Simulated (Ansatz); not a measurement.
**Titanium tetrachloride (TiCl4): basis-set convergence**

The task here is to estimate one member of a computed series from the others.

Computed with Ansatz 0.2.0, Gaussian basis. Level: one geometry, several basis sets.

Levels to be run: PBE0-D4/def2-SVP; ωB97M-V/def2-SVP; PBE0-D4/def2-QZVPP; ωB97M-V/def2-QZVPP; the functionals' def2-TZVPP values are taken from earlier runs.

### Structure used throughout

The geometry comes from an earlier relaxation with PBE0-D4 in a triple-zeta def2 set; it is a stationary point.

SMILES `[Cl][Ti]([Cl])([Cl])[Cl]`, 5 atoms, charge 0, spin multiplicity 1.

Atoms are counted from 1 here; the program's logs count them from 0.

Bond lengths: Cl1–Ti2 2.162 Å, Ti2–Cl3 2.162 Å, Ti2–Cl4 2.162 Å, Ti2–Cl5 2.162 Å. Angles: Cl1–Ti2–Cl3 109.5°, Cl1–Ti2–Cl4 109.5°, Cl1–Ti2–Cl5 109.5°, Cl3–Ti2–Cl4 109.5°, Cl3–Ti2–Cl5 109.5°, Cl4–Ti2–Cl5 109.5°.

Set-up of the first run:

Contents of in.yaml:

```yaml
crystal:
  periodic: [false, false, false]
  atoms:
    - {symbol: Cl, position_ang: [-1.013703, -0.083939, 1.894766]}
    - {symbol: Ti, position_ang: [0.009908, -0.014696, -0.008240]}
    - {symbol: Cl, position_ang: [1.760436, -1.280980, 0.068623]}
    - {symbol: Cl, position_ang: [-1.316568, -0.713055, -1.565990]}
    - {symbol: Cl, position_ang: [0.609727, 2.018969, -0.430559]}
basis:
  gaussian: {orbitals: def2-SVP}
hamiltonian: {xc: pbe0, dispersion: d4}
output: {orbitals: {seedname: orbitals}}
```

Command:

```bash
> ansatz run in.yaml --threads 4 --pin off --events-out ev --progress --plain --max-ram 10444MiB
```

Steps of the session up to this table: PBE0-D4 in def2-SVP; ωB97M-V in def2-SVP; PBE0-D4 in def2-QZVPP; ωB97M-V in def2-QZVPP.

One table of the session follows, with a row left open; its other results are not shown here.

It belongs to the step «Functionals by basis». 

| functional | basis | HOMO (eV) | LUMO (eV) |
| --- | --- | --- | --- |
| PBE0-D4 | def2-SVP | ? | ? |
| PBE0-D4 | def2-TZVPP | -9.63 | -3.73 |
| PBE0-D4 | def2-QZVPP | -9.64 | -3.74 |
| ωB97M-V | def2-SVP | -11.65 | -1.61 |
| ωB97M-V | def2-TZVPP | -11.80 | -1.59 |
| ωB97M-V | def2-QZVPP | -11.83 | -1.62 |

Q: Estimate the row for PBE0-D4, def2-SVP from the others.

The run gave: HOMO (eV): -9.55; LUMO (eV): -3.82. In the column «HOMO (eV)» it is the highest.
